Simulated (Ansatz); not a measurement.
**GeP₂H (quartet): the correlation ladder at a displaced geometry (v2), cc-pVDZ**

How much of the correlation energy of GeP₂H (quartet) does each wave-function method recover here?

Method: cc-pVDZ, core rule «outside noble gas», up to 24 orbitals frozen; program: Ansatz 0.2.0, Gaussian basis.

The runs, in order: UHF; CCSD(T) on ROHF; CCSD(T) on UHF; BCCD(T) on ROHF; CISD; CCSDT(Q) on ROHF; CCSDT(Q) on UHF.

32 further runs of the same task are left out: 5 for a known fault of the program, 11 that didn't finish, 16 set aside as unsound or not needed.

**1. What is computed**

The geometry is a PBE0/def2-TZVP stationary point (not a proven minimum) with its atoms shifted at random (size 0.100 Å). No spin-orbit coupling is included. The filled d shell of Ge may be among the frozen orbitals whatever the setting's name suggests; the logs give the count.

4 atoms, charge 0, spin multiplicity 4.

Atoms are counted from 1 here; the program's logs count them from 0.

Bond lengths: Ge1–P2 2.248 Å, P2–P3 2.094 Å, P2–H4 1.339 Å. Angles: Ge1–P2–P3 135.3°, Ge1–P2–H4 117.6°, P3–P2–H4 105.4°.

Coordinates:

```xyz
4
GeHP2
Ge    0.0579   -0.1149    1.4207
P    -0.1070    0.5704   -0.7139
P    -0.0304   -0.3619   -2.5868
H     0.0527    1.8766   -0.9610
```

**2. UHF**

in.yaml

```yaml
crystal:
  periodic: [false, false, false]
  atoms:
    - {symbol: Ge, position_ang: [0.057860, -0.114947, 1.420739]}
    - {symbol: P, position_ang: [-0.107014, 0.570443, -0.713900]}
    - {symbol: P, position_ang: [-0.030394, -0.361935, -2.586760]}
    - {symbol: H, position_ang: [0.052715, 1.876591, -0.961001]}
basis:
  gaussian: {orbitals: cc-pVDZ}
magnetization: {spin_polarized: true, initial_magnetization: 3}
hamiltonian: {xc: hf}
output: {orbitals: {seedname: orbitals}}
```

On the command line:

```
$ ansatz run in.yaml --threads 1 --pin off --events-out ev --progress --plain --max-ram 2393MiB
```

After this run come: CCSD(T) on ROHF; CCSD(T) on UHF; BCCD(T) on ROHF; CISD; CCSDT(Q) on ROHF; CCSDT(Q) on UHF.

**Question.** What will the summary of the whole plan be? Wanted: UCCSDT(Q) below the RHF energy; RMP2 from UCCSDT(Q); UMP2 from UCCSDT(Q); RCCSD from UCCSDT(Q); RCCSD(T) from UCCSDT(Q); UCCSD(T) from UCCSDT(Q); RCCSDT(Q) from UCCSDT(Q); T1 diagnostic.

As calculated:

| quantity | value |
| --- | --- |
| UCCSDT(Q) below the RHF energy | -8.9266 eV |
| RMP2 from UCCSDT(Q) | +1656.4 meV |
| UMP2 from UCCSDT(Q) | +1674.6 meV |
| RCCSD from UCCSDT(Q) | +453.3 meV |
| RCCSD(T) from UCCSDT(Q) | +94.2 meV |
| UCCSD(T) from UCCSDT(Q) | +90.0 meV |
| RCCSDT(Q) from UCCSDT(Q) | +6.2 meV |
| levels within 1 kcal/mol (43 meV) | RCCSDT, UCCSDT, RCCSDT(Q) |
| T1 diagnostic | 0.047 |

In words: RCCSD(T) lands +94.2 meV from the yardstick (1.1 % of the correlation energy). These misses are within one basis, not against nature; the frozen cores of restricted and unrestricted runs differ, which can shift their rows.
